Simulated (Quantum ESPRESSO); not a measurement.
Runs of Quantum ESPRESSO 7.5 on SiSe. Symmetry: P-6m2, No. 187, hexagonal system. The conventional cell has a = 3.595 Å, b = 3.595 Å, c = 3.599 Å, α = 90.00°, β = 90.00°, γ = 120.00°. Si (site symmetry -6m2) is surrounded by 6 Se at 2.75 Å. Around Se (site symmetry -6m2) lie 6 Si at 2.75 Å. The cell was built by a generator and needn't be a form met in nature.

```tsv
task	level	potentials or basis	k mesh	cutoff (eV)	SCF threshold	form of the LDA correlation	symmetry	iterations	mesh quality	gap on the mesh (eV)	pressure (GPa)
band structure	PBEsol	PseudoDojo 0.4.1 SR PBEsol standard	9 × 9 × 7	1170	4e-10 Ry	-	-	-	not flagged	none	-2.7
band structure	LDA	PseudoDojo 0.4.1 SR LDA standard	9 × 9 × 7	1170	4e-10 Ry	PW92	-	-	not flagged	none	-3.6
band structure	r2SCAN	SG15 PBE 1.2	7 × 7 × 5	952	1e-08 Ry	-	off	-	coarse	none	(a)
energy-loss spectrum	LDA	GBRV 1.5 LDA	6 × 6 × 4, shifted	612	4e-10 Ry	PZ81	-	400	coarse	none	-3.4
energy-loss spectrum	PBEsol	GBRV 1.5 PBE	6 × 6 × 4, shifted	612	4e-10 Ry	-	-	200	coarse	none	-2.7
```

Alike in all rows: no spin polarisation; cell as given; smearing fermi-dirac 0.05 eV.

Problem. Estimate the missing entries.

Solution. (a) 0.1.

Caveats: some runs use coarse meshes; the potentials were made for another functional, which shifts forces and pressure (some runs); the Lanczos chain is short for so many electrons, so humps in the spectrum may be artefacts (some runs).

A k mesh can miss the band edges, and the runs leave out spin-orbit coupling on Se.

A gap of «none» marks a metal or a gap under the smearing width.

Not every run made on this cell is shown here.
